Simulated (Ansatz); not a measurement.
Predict the output of the script below (Ansatz's Python interface).

`torsion.py`
```python
"""Energy of AlBF2H2 as one group turns about a bond."""

import ansatz as az
from ase import Atoms

BASIS = "def2-SVP"
FUNCTIONAL = "pbe0"
FORCE_TOL = 0.02
METHOD = "MP2"

atoms = Atoms(["F", "B", "F", "Al", "H", "H"], positions=[
    (1.5687, -1.5972, -0.073),
    (0.2511, -0.9837, 0.3116),
    (-0.685, -1.7384, 1.1273),
    (-0.1835, 0.9327, -0.3079),
    (0.7481, 1.7536, -1.2383),
    (-1.6572, 1.569, 0.1342),
])

# relax first, so that the scan starts from a minimum
first = (
    az.Crystal.molecule_from_ase(atoms).calculation()
    .basis(gaussian=BASIS)
    .functional(FUNCTIONAL)
    .relax(force_tolerance=FORCE_TOL, max_steps=80)
)
atoms.positions = first.run(threads=1).report["positions_ang"]

start = atoms.get_dihedral(0, 1, 3, 4)
energies = {}
for turn in range(0, 360, 30):
    turned = atoms.copy()
    turned.set_dihedral(0, 1, 3, 4, start + turn, indices=[3, 4, 5])
    model = az.Crystal.molecule_from_ase(turned).calculation()
    model = model.basis(gaussian=BASIS)
    model = model.correlation(METHOD)
    energies[round((start + turn) % 360)] = model.run(threads=1).report["free_energy_ev"]
floor = min(energies.values())
print("dihedral F0-B1-Al3-H4 (deg)   E - E(min) (eV)")
for angle, e in sorted(energies.items()):
    print(f"{angle:8d} {(e - floor):14.3f}  " + "#" * int(30 * (e - floor) / max(max(energies.values()) - floor, 1e-9)))
```

```console
$ python torsion.py
dihedral F0-B1-Al3-H4 (deg)   E - E(min) (eV)
      28          0.026  #######################
      58          0.009  ########
      88          0.000
     118          0.007  ######
     148          0.024  #####################
     178          0.034  ##############################
     208          0.026  #######################
     238          0.009  ########
     268          0.000
     298          0.007  ######
     328          0.024  #####################
     358          0.034  #############################
```

The scan is rigid and the energies are electronic, in a modest basis. With rigid groups the curve can differ much from the relaxed path, the start wasn't checked as a minimum of this torsion, and equivalent turns needn't return to the same energy. The start is relaxed with a density functional and scanned with the wavefunction method, so it isn't exactly that method's minimum. Hardware and time: 22 s on 1 thread of AMD EPYC 9R45 (Zen 5), on a shared host, peak memory 0.22 GiB.
